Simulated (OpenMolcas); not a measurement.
# A workflow on B

Aim: a series of 9 runs (ROHF/def2-SVP, CASSCF(3,4)/def2-SVP, CASPT2(3,4)/def2-SVP, CASPT2[IPEA 0](3,4)/def2-SVP, SC-NEVPT2(3,4)/def2-SVP, PC-NEVPT2(3,4)/def2-SVP, MC-PDFT[tPBE](3,4)/def2-SVP, MC-PDFT[ftPBE](3,4)/def2-SVP, and more) of B. 

The results are computed with OpenMolcas 26.06.

70 further runs of the same task are left out: 70 set aside as unsound or not needed.

**1. The energy at ROHF/def2-SVP (run 1)**

step1.inp reads:

```
* B Hartree-Fock
&GATEWAY
BasLib
$CurrDir
BasisSet
B.def2-SVP....
B1 0.000000 0.000000 0.000000 angstrom
End of Basis
&SEWARD
&SCF
UHF
Spin
2
PrOrbitals
1 2
&RASSCF
FileOrb
$Project.UnaOrb
Spin
2
Nactel
1 0 0
Inactive
2
Ras2
1
OutOrbitals
Canonical
OrbListing
Few
```

The basis set def2-SVP is read from a file made from the Basis Set Exchange's data (not shown).

On the command line:

```console
$ export MOLCAS_MEM=1860
$ pymolcas step1.inp > step1.log
```

Output:

```text
--- Start Module: gateway ---
[...]
--- Stop Module: gateway /rc=_RC_ALL_IS_WELL_ ---
[...]
      Basis functions           14
[...]
--- Start Module: scf ---
[...]
       Convergence after   8 Iterations
[...]
::    Total SCF energy                                -24.5005548242
[...]
      Total spin, S                                     0.5028143485
[...]
--- Stop Module: scf /rc=_RC_ALL_IS_WELL_ ---
[...]
--- Start Module: rasscf ---
[...]
      Number of active orbitals                  1
[...]
      Spin quantum number                      0.5
[...]
      Active orbitals                            1
[...]
      Number of CSFs                             1
[...]
      Number of root(s) required                 1
[...]
      Convergence after  7 iterations
[...]
      printout of CI-coefficients larger than  0.05 for root  1
      energy=     -24.497578
      conf/sym  1     Coeff  Weight
             1  u   1.00000 1.00000
      Natural orbitals and occupation numbers for root  1
      sym 1:   1.000000
      ************************************************************************************************************************
      *                                                    Final results                                                     *
[...]
::    RASSCF root number  1 Total energy:    -24.49757764
[...]
      Total electronic charge=    5.000000
      Total            charge=    0.000000
[...]
      Dipole Moment (debye):
      Origin of the operator (angstrom)=    0.0000    0.0000    0.0000
                   X=  4.0722E-16               Y=  5.1574E-16               Z=  5.4175E-16           Total=  8.5165E-16
      Quadrupole Moment (debye*angstrom):
[...]
--- Stop Module: rasscf /rc=_RC_ALL_IS_WELL_ ---
[...]
```

Wall time 3.6 s (1 thread of Intel Xeon Platinum 8259CL at 2.50GHz (Skylake/Cascade Lake), shared host); peak memory 0.37 GiB.

**2. The B atom: a single-point energy at CASSCF(3,4)/def2-SVP (run 2)**

step2.inp reads:

```
* B CASSCF

&GATEWAY
  BasLib = $CurrDir
  BasisSet
  B.def2-SVP....
  B1 0.000000 0.000000 0.000000 angstrom
  End of Basis

&SEWARD

&RASSCF
  FileOrb = $CurrDir/step1.RasOrb
  Spin = 2
  Nactel = 3 0 0
  Inactive = 1
  Ras2 = 4
  OrbListing = Few
```

The basis set def2-SVP is read from a file made from the Basis Set Exchange's data (not shown).

Run the same way, it converges to -24.53167 Eh (log not shown).

**3. The B atom: the energy at CASPT2(3,4)/def2-SVP (run 3)**

step3.inp reads:

```
* B CASPT2

&GATEWAY
  BASLIB=$CurrDir
  BASISSET
  B.def2-SVP....
  B1 0.000000 0.000000 0.000000 angstrom
  End of Basis

&SEWARD

&RASSCF
  FILEORB=$CurrDir/step2.RasOrb
  SPIN=2
  NACTEL=3 0 0
  INACTIVE=1
  RAS2=4
  ORBLISTING=Few

&CASPT2
  IPEA=0.25
  IMAGINARY=0.1
  FROZEN=1
```

The basis set def2-SVP is read from a file made from the Basis Set Exchange's data (not shown).

Run the same way, it converges to -24.55136 Eh (log not shown).

Runs 4 to 8 aren't shown in full; the table further down has their settings and results.

**4. The B atom: a single-point energy at MRCI(3,4)/def2-SVP (run 9)**

step9.inp reads:

```
&GATEWAY
 BasLib
 $CurrDir
 BasisSet
 B.def2-SVP....
 B1 0.000000 0.000000 0.000000 angstrom
 End of Basis

&SEWARD

&RASSCF
 FileOrb
 $CurrDir/step2.RasOrb
 Spin
 2
 Nactel
 3 0 0
 Inactive
 1
 Ras2
 4
 OrbListing
 Few

&MOTRA
 LumOrb
 Frozen
 1

&GUGA
 Electrons
 3
 Spin
 2
 Inactive
 0
 Active
 4
 CIAll
 1

&MRCI
 SDCI
```

The basis set def2-SVP is read from a file made from the Basis Set Exchange's data (not shown).

On the command line:

```console
$ export MOLCAS_MEM=1860
$ pymolcas step9.inp > step9.log
```

Output:

```text
--- Start Module: gateway ---
[...]
--- Stop Module: gateway /rc=_RC_ALL_IS_WELL_ ---
[...]
      Basis functions           14
[...]
      Number of active orbitals                  4
[...]
      Spin quantum number                      0.5
[...]
      Active orbitals                            4
[...]
      Number of CSFs                            20
[...]
      Number of root(s) required                 1
[...]
      Convergence after  4 iterations
[...]
      printout of CI-coefficients larger than  0.05 for root  1
      energy=     -24.531665
      conf/sym  1111     Coeff  Weight
             1  2u00  -0.97112 0.94308
            15  0u20  -0.16871 0.02846
            18  0u02  -0.16871 0.02846
      Natural orbitals and occupation numbers for root  1
      sym 1:   1.886151   1.000000   0.056925   0.056925
      ************************************************************************************************************************
      *                                                    Final results                                                     *
[...]
::    RASSCF root number  1 Total energy:    -24.53166521
[...]
      Dipole Moment (debye):
      Origin of the operator (angstrom)=    0.0000    0.0000    0.0000
                   X= -7.2725E-15               Y=  7.0026E-15               Z= -5.1748E-15           Total=  1.1345E-14
      Quadrupole Moment (debye*angstrom):
[...]
      *** WARNING: Default frozen orbitals is overwritten by user input.
      *** Default values:   1
[...]
--- Start Module: guga ---
[...]
--- Stop Module: guga /rc=_RC_ALL_IS_WELL_ ---
--- Start Module: mrci ---
[...]
       (But an ACPF correction will be computed)
       USE THE DEFAULT ACPF G-VALUE GFAC=  0.66666666666666663
[...]
                      CI ENERGY:   -24.55872657
[...]
                ACPF CORRECTION:    -0.00017207
[...]
      Total electronic charge=    5.000000
      Total            charge=    0.000000
[...]
     ACPF CORRECTION:     -0.00017207
[...]
  CI State   1     Total energy:    -24.55872657     QDav:     -0.00052286     QACPF:     -0.00017207
[...]
--- Stop Module: mrci /rc=_RC_ALL_IS_WELL_ ---
[...]
```

It took 2.6 s on 1 thread of Intel Xeon Platinum 8259CL at 2.50GHz (Skylake/Cascade Lake), shared host; peak memory 0.37 GiB.

**5. All runs side by side**

```
run                         level   active rule  inactive  energy (Eh)  dipole moment (D) of the reference  wall time
  1                 ROHF/def2-SVP             –         –   -24.497578                                0.00      3.6 s
  2          CASSCF(3,4)/def2-SVP  full valence         1   -24.531665                                0.00      2.6 s
  3          CASPT2(3,4)/def2-SVP  full valence         1   -24.551362                                0.00      2.4 s
  4  CASPT2[IPEA 0](3,4)/def2-SVP  full valence         1   -24.554062                                0.00      3.3 s
  5       SC-NEVPT2(3,4)/def2-SVP  full valence         1   -24.551458                                0.00      4.2 s
  6       PC-NEVPT2(3,4)/def2-SVP  full valence         1   -24.551497                                0.00      3.3 s
  7   MC-PDFT[tPBE](3,4)/def2-SVP  full valence         1   -24.585077                                0.00      3.3 s
  8  MC-PDFT[ftPBE](3,4)/def2-SVP  full valence         1   -24.594698                                0.00      3.6 s
  9            MRCI(3,4)/def2-SVP  full valence         1   -24.558727                                0.00      2.6 s
```

**6. Results**

```
                                     quantity         value
                  B atom, run 9: total energy  -24.55873 Eh
B atom, run 9: dipole moment (CASSCF density)        0.00 D
```

**Reading.** Below the ROHF energy at the same shape and in the same basis (def2-SVP): CASSCF(3,4) -34.1 mEh; CASPT2(3,4) -53.8 mEh; CASPT2[IPEA 0](3,4) -56.5 mEh; SC-NEVPT2(3,4) -53.9 mEh; PC-NEVPT2(3,4) -53.9 mEh; MRCI(3,4) -61.1 mEh. Active-space methods hold only the correlation inside their space unless a perturbation or CI step follows. All runs together took 29 s, the longest 4.2 s.
